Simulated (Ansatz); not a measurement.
# SnH3F (SnFH3) at B3LYP/STO-3G

Aim: the electronic atomisation energy of SnH3F (SnFH3) at B3LYP/STO-3G, from 4 runs. 

The results are computed with Ansatz 0.2.0.

50 further runs of the same task are left out: 7 that didn't finish, 43 set aside as unsound or not needed.

### 1 Starting point

SnH3F has 5 atoms, charge 0, and is taken as a singlet. As SMILES, `[H][Sn]([H])([H])[F]`. Geometry: a GFN2-xTB relaxation, a rough one for these elements and not checked as a minimum.

Bond lengths: Sn1–F2 1.924 Å, Sn1–H3 1.664 Å, Sn1–H4 1.662 Å, Sn1–H5 1.663 Å. Angles: F2–Sn1–H3 102.5°, F2–Sn1–H4 102.8°, F2–Sn1–H5 102.6°, H3–Sn1–H4 115.3°, H3–Sn1–H5 115.3°, H4–Sn1–H5 115.5°.

### 2 A single-point energy at B3LYP/STO-3G

in.yaml

```yaml
basis:
  gaussian: {orbitals: STO-3G}
crystal:
  periodic: [false, false, false]
  atoms:
    - {symbol: Sn, position_ang: [-0.002590, 0.002420, -0.166930]}
    - {symbol: F, position_ang: [0.011740, -0.019270, 1.757340]}
    - {symbol: H, position_ang: [1.619230, 0.010970, -0.538180]}
    - {symbol: H, position_ang: [-0.817750, 1.408460, -0.512480]}
    - {symbol: H, position_ang: [-0.810630, -1.402580, -0.539750]}
hamiltonian: {xc: {name: B3LYP}}
accuracy: high
```

Command:

```console
$ ansatz run in.yaml --threads 1 --pin off --max-ram 2610MiB --events-out events.jsonl --progress --plain --runs-dir runs
```

Standard output:

```text
Warning: RAYON_NUM_THREADS=1 ignored (pool sized by the plan → 1); use --threads N
Functional definition: B3LYP
  name "B3LYP"
  parameter a0 = 0.2
  parameter ax = 0.72
  parameter ac = 0.81
  exchange = (1 - a0 - ax)*slater_x + ax*b88_x + a0*exact_x
  correlation = (1 - ac)*vwn_rpa_c + ac*lyp_c
640 factors; integrals over basis functions are off by at most 4.9e-9 eV
mean field evaluation 1: about -165049.5193 eV, gradient 1.6e1 eV
mean field evaluation 2: about -165048.5263 eV, gradient 2.5e1 eV
mean field evaluation 4: about -165050.8715 eV, gradient 4.6e-1 eV
mean field evaluation 8: about -165050.7990 eV, gradient 4.7e-3 eV
mean field evaluation 16: about -165050.7990 eV, gradient 1.9e-8 eV
mean field -165050.79903332 eV, -6065.5049890248 hartree, gradient 1.9e-8 eV, S^2 0.000000; 0 other end points of the search recorded, 0 dependent functions left out
reference -165050.79905826 eV, -6065.5049899411 hartree; 31, 31 occupied and 4, 4 virtual orbitals, 640 factors
Total energy: -165050.79905826 eV, -6065.5049899411 hartree
```

Wall time 3.3 s (1 thread of Arm Neoverse N1, shared host); peak memory 0.12 GiB.

### 3 The F atom at the same level

job.yaml

```yaml
crystal:
  periodic: [false, false, false]
  atoms:
    - symbol: F
      position_ang: [0.000000, 0.000000, 0.000000]
basis:
  gaussian: {orbitals: STO-3G}
magnetization: {spin_polarized: true, initial_magnetization: 1}
hamiltonian: {xc: {name: B3LYP}}
accuracy: high
```

Command:

```console
$ ansatz run job.yaml --threads 1 --pin off --max-ram 2610MiB --events-out events.jsonl --progress --plain --runs-dir runs
```

Standard output, shortened:

```text
Warning: RAYON_NUM_THREADS=1 ignored (pool sized by the plan → 1); use --threads N
[... 7 set-up lines as earlier in the session ...]
15 factors; integrals over basis functions are off by at most 1.2e-9 eV
mean field evaluation 1: about -2674.0343 eV, gradient 2.4e-12 eV
mean field evaluation 2: about -2674.0352 eV, gradient 9.9e-12 eV
mean field -2674.03521515 eV, -98.2689816307 hartree, gradient 0.0e0 eV, S^2 0.750000; 0 other end points of the search recorded, 0 dependent functions left out
reference -2674.03522206 eV, -98.2689818845 hartree; 5, 4 occupied and 0, 1 virtual orbitals, 15 factors
Total energy: -2674.03522206 eV, -98.2689818845 hartree
```

It took 0.28 s on 1 thread of Arm Neoverse N1, shared host.

### 4 The H atom, same level

input.yaml

```yaml
crystal:
  periodic: [false, false, false]
  atoms:
    - {symbol: H, position_ang: [0.000000, 0.000000, 0.000000]}
basis:
  gaussian: {orbitals: STO-3G}
magnetization: {spin_polarized: true, initial_magnetization: 1}
hamiltonian: {xc: {name: B3LYP}}
accuracy: high
```

Run the same way, it converges to -0.46753 Eh (log not shown).

### 5 The Sn atom, same level

molecule.yaml

```yaml
crystal:
  periodic: [false, false, false]
  atoms:
    - symbol: Sn
      position_ang: [0.000000, 0.000000, 0.000000]
basis:
  gaussian:
    orbitals: STO-3G
hamiltonian:
  xc: {name: B3LYP}
total_charge: 0
accuracy: high
magnetization:
  spin_polarized: true
  initial_magnetization: 2
```

Command:

```console
$ ansatz run molecule.yaml --threads 1 --pin off --max-ram 2610MiB --events-out events.jsonl --progress --plain --runs-dir runs
```

Standard output, shortened:

```text
Warning: RAYON_NUM_THREADS=1 ignored (pool sized by the plan → 1); use --threads N
[... 7 set-up lines as earlier in the session ...]
251 factors; integrals over basis functions are off by at most 4.4e-9 eV
mean field evaluation 1: about -162320.7823 eV, gradient 1.8e-1 eV
mean field evaluation 2: about -162320.7824 eV, gradient 5.1e-3 eV
mean field evaluation 4: about -162320.7820 eV, gradient 3.8e-5 eV
mean field evaluation 8: about -162320.7820 eV, gradient 4.4e-8 eV
mean field evaluation 16: about -162320.7824 eV, gradient 2.0e-4 eV
mean field -162320.78198122 eV, -5965.1787128321 hartree, gradient 5.1e-9 eV, S^2 2.000000; 1 other end points of the search recorded, 0 dependent functions left out
reference -162320.78200273 eV, -5965.1787136225 hartree; 26, 24 occupied and 1, 3 virtual orbitals, 251 factors
Total energy: -162320.78200273 eV, -5965.1787136225 hartree
```

It took 2.7 s on 1 thread of Arm Neoverse N1, shared host; peak memory 0.1 GiB.

### 6 Results

Level: B3LYP/STO-3G.

| quantity | value |
| --- | --- |
| molecule: total energy | -6065.50499 Eh |
| F atom: total energy | -98.26898 Eh |
| F atom: ⟨S²⟩ | 0.750 |
| H atom: total energy | -0.46753 Eh |
| H atom: ⟨S²⟩ | 0.750 |
| Sn atom: total energy | -5965.17871 Eh |
| Sn atom: ⟨S²⟩ | 2.000 |
| electronic atomisation energy | 17.815 eV |

In words: Taking the molecule apart into free atoms costs 17.82 eV (1719 kJ/mol), before zero-point energy and without spin-orbit coupling. In a minimal basis such a difference can be off by several eV, whatever the method. Relativity is left out (molecule) although the molecule holds a heavy atom. Relativity is left out (Sn atom) although the molecule holds a heavy atom.
